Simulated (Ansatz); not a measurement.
# CdCl₂ (SMILES [Cl][Cd][Cl]): a rigid scan of the bond length Cl1–Cd2

How does the energy rise as the bond length Cl1–Cd2 leaves its equilibrium value, and do density functionals follow CCSD(T)? No other atom is relaxed.

Computed with Ansatz 0.2.0, Gaussian basis. Level: single points in def2-TZVPP.

Levels: PBE-D4, r2SCAN-D4, PBE0-D4, B3LYP-D4, wB97M-V, Hartree-Fock, MP2, CCSD, CCSD(T). The scan takes 1.857, 1.952, 2.092, 2.255, 2.436, 2.631, 2.838, 3.056, 3.283 Å.

Cores are frozen in the correlated methods. Filled d shells of the heavier atoms are correlated. Core potentials replace the inner electrons past krypton, and spin-orbit coupling is left out. B3LYP uses VWN-RPA correlation.

9 further runs of the same task are left out: 9 set aside as unsound or not needed.

## Step 1: The system as given

SMILES `[Cl][Cd][Cl]`, 3 atoms, charge 0, spin multiplicity 1.

Atoms are counted from 1 here; the program's logs count them from 0.

Bond lengths: Cl1–Cd2 2.636 Å, Cd2–Cl3 2.501 Å. Angles: Cl1–Cd2–Cl3 124.5°.

Geometry (Å):

```
atom     x (Å)     y (Å)     z (Å)
 Cl1   1.78220   1.02050   1.07760
 Cd2  -0.48370   0.58560  -0.19820
 Cl3  -1.30940  -1.67090  -0.89260
```

## Step 2: A first relaxation in a small basis

File pre/in.yaml:

```yaml
crystal:
  periodic: [false, false, false]
  atoms:
    - {symbol: Cl, position_ang: [1.782200, 1.020500, 1.077600]}
    - {symbol: Cd, position_ang: [-0.483700, 0.585600, -0.198200]}
    - {symbol: Cl, position_ang: [-1.309400, -1.670900, -0.892600]}
basis:
  gaussian: {orbitals: def2-SVP}
hamiltonian: {xc: pbe, dispersion: d4}
relax: {f_tol: 0.03, max_steps: 250}
```

The command line of these runs was not kept.

After this run come: Finding the minimum; The minimum at every level; Cl1–Cd2 = 1.857 Å; Cl1–Cd2 = 1.952 Å; Cl1–Cd2 = 2.092 Å; Cl1–Cd2 = 2.255 Å; Cl1–Cd2 = 2.436 Å; Cl1–Cd2 = 2.631 Å; Cl1–Cd2 = 2.838 Å; Cl1–Cd2 = 3.056 Å; Cl1–Cd2 = 3.283 Å.

What does the calculation give? Wanted: highest point, CCSD(T); lowest point, CCSD(T); RMS deviation from CCSD(T); largest T1 diagnostic.

**Answer**, as computed:

| quantity | value |
| --- | --- |
| highest point, CCSD(T) | 2.299 eV at 3.283 Å |
| lowest point, CCSD(T) | 0.000 eV at 2.264 Å |
| RMS deviation from CCSD(T) | PBE-D4 0.123, r2SCAN-D4 0.046, PBE0-D4 0.031, B3LYP-D4 0.117, wB97M-V 0.038, Hartree-Fock 0.192, MP2 0.155, CCSD 0.024 eV |
| largest T1 diagnostic | 0.023 |

**Reading.** The curve of CCSD lies nearest to CCSD(T), that of Hartree-Fock farthest. The restricted Hartree–Fock reference is unstable towards an unrestricted one at one or more of these structures.
